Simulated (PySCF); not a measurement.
The system is ClBr (bromine chloride), in a box.

```xyz
2
Lattice="9.0000 0.0000 0.0000 0.0000 9.0000 0.0000 0.0000 0.0000 12.0000" Properties=species:S:1:pos:R:3 pbc="T T T"
Cl    4.5263    4.5287    4.9757
Br    4.5199    4.4915    7.0903
```

The cell isn't the ideal one: atoms moved at random, drawn with an rms of 0.05 Å.

Base run:

```yaml
Program: PySCF 2.14.0
Functional: HLE16
Potentials_or_basis: def2-svp (all-electron)
k_mesh: 1 × 1 × 1
Occupations: fixed
Spin: no spin polarisation
```

Its results: gap between the frontier levels 2.84 eV.

The run is repeated on the same cell with these changes: functional from HLE16 to PBE. What comes out?

Gap between the frontier levels 2.74 eV.

Caveats: this is a molecule in a periodic box at the Γ point, so its band gap is the HOMO-LUMO gap; relativity is left out, which matters for the heavier elements; the basis of atomic orbitals isn't converged, which shifts pressures, moduli and gaps.

